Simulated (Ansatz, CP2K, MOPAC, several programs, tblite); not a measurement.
Energy against volume for SiGe3 as one 4-atom ordering (R3m) on the diamond lattice, at fixed shape and fractional coordinates, computed by several methods (PBE and r2SCAN, where shown, with plane waves in Ansatz); the cell shown is that of r2SCAN. With free coordinates or axes held, a curve is too stiff, and on another method's shape its minimum isn't the method's own volume. Space group R3m (No. 160), trigonal; a = 3.968 Å, c = 19.402 Å in the conventional setting, 22.04 Å³ an atom. Si is surrounded by 4 Ge at 2.40–2.42 Å; Ge is surrounded by 4 Ge at 2.44–2.46 Å; Ge is surrounded by 3 Si at 2.42 Å and 1 Ge at 2.46 Å; Ge is surrounded by 1 Si at 2.40 Å and 3 Ge at 2.44 Å. Computed, not measured; no magnetism was allowed, and whether the structure is a known phase isn't checked. Energies count from each curve's lowest point; fits are third-order Birch-Murnaghan.

```xyz
4
Lattice="1.9839 1.1454 6.4672 -1.9839 1.1454 6.4672 0.0000 -2.2908 6.4672" Properties=species:S:1:pos:R:3 pbc="T T T"
Si    1.9839    1.1454    6.4689
Ge    0.0000    0.0000    9.7017
Ge    0.0000    0.0000    7.2447
Ge    0.0000    0.0000   17.0047
```

Question: PBE/DZVP (CP2K), on the shape of the cell shown, gives

| V (Å³/atom) | E (meV/atom) |
| --- | --- |
| 19.398 | 164.90 |
| 20.721 | 59.16 |
| 22.044 | 9.34 |
| 23.366 | 0.00 |
| 24.689 | 18.74 |

What equilibrium volume and bulk modulus follow?

Answer: V₀ = 23.08 Å³ an atom and B₀ = 64 GPa.

GFN2-xTB (tblite), on the shape of the cell shown, as a cluster of 108 atoms at the zone centre:
```
V (Å³/atom)  E (meV/atom)
     19.398         50.07
     20.721          4.18
     22.044          0.00
     23.366         22.16
     24.689         54.05
```
The points scatter about the fit by more than 0.3 meV an atom, so no fit is quoted.

PBE/SZV (CP2K), on the shape of the cell shown:
```
V (Å³/atom)  E (meV/atom)
     19.398        119.48
     20.721         28.63
     22.044          0.00
     23.366         16.67
     24.689         66.06
```
V₀ = 22.15 Å³ an atom and B₀ = 88 GPa.

Question: PM7 (MOPAC), on the shape of the cell shown, as a cluster of 108 atoms at the zone centre, gives
```tsv
V (Å³/atom)	E (meV/atom)
19.398	37.57
20.721	0.00
22.044	53.32
23.366	173.41
24.689	342.33
```
What equilibrium volume and bulk modulus follow?

Answer: V₀ = 20.54 Å³ an atom and B₀ = 177 GPa.

light PBE (260 eV and a coarse mesh), on the shape of the cell shown:
```csv
V (Å³/atom),E (meV/atom)
20.280,87.44
21.162,31.25
22.044,16.70
22.925,0.00
23.807,13.35
24.689,24.76
```
The points scatter about the fit by more than 0.3 meV an atom, since at so low a cutoff the number of plane waves jumps with the volume, so no fit is quoted.
